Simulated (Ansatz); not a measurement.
# Si2Ni (fluorite type): the cost of one run

Computed with Ansatz 0.2.0 (DFT PBE, with the methods named in each step, unless a step's input says otherwise).

## (1) The starting structure

The structure is cubic, space group Fm-3m (No. 225). The conventional cell has a = 5.317 Å, b = 5.317 Å, c = 5.317 Å, α = 90.00°, β = 90.00°, γ = 90.00°. Ni (site symmetry m-3m) is surrounded by 8 Si at 2.30 Å. Si (site symmetry -43m) has 4 Ni at 2.30 Å as nearest neighbours.

Coordinates:

```
CELL_PARAMETERS angstrom
0.00000 2.65868 2.65868
2.65868 0.00000 2.65868
2.65868 2.65868 0.00000
ATOMIC_POSITIONS crystal
Ni 0.00000 0.00000 0.00000
Si 0.25000 0.25000 0.25000
Si 0.75000 0.75000 0.75000
```

Whether this phase is the stable one at these pressures isn't tested.

Atoms are numbered in the order of the input: Ni1, Si2, Si3.

## (2) Cell relaxed at zero pressure, PAW

Contents of input.yaml:

```yaml
crystal:
  lattice:
    - [0.0, 2.6586821493, 2.6586821493]
    - [2.6586821493, 0.0, 2.6586821493]
    - [2.6586821493, 2.6586821493, 0.0]
  atoms:
    - { symbol: Ni, position: [0.0, 0.0, 0.0] }
    - { symbol: Si, position: [0.25, 0.25, 0.25] }
    - { symbol: Si, position: [0.75, 0.75, 0.75] }
kpoints:
  mp_grid: { grid: [10, 10, 10] }
scf:
  occupations: { method: fermi_dirac, width: 0.05 }
hamiltonian:
  xc: pbe
  pseudopotentials: { kind: paw }
output:
  forces: true
  stress: true
relax:
  f_tol: 0.005
  max_steps: 40
  cell: {}
```

Command:

```sh
$ ansatz run input.yaml --threads 1 --pin off --max-ram 3072MiB --backend cpu --events-out ev --progress --plain --runs-dir out
```

**Question.** How long does this run take on 1 thread of Arm Neoverse V2, shared host, and how much memory does it need?

About 7.2 s, with a peak of 0.33 GiB.
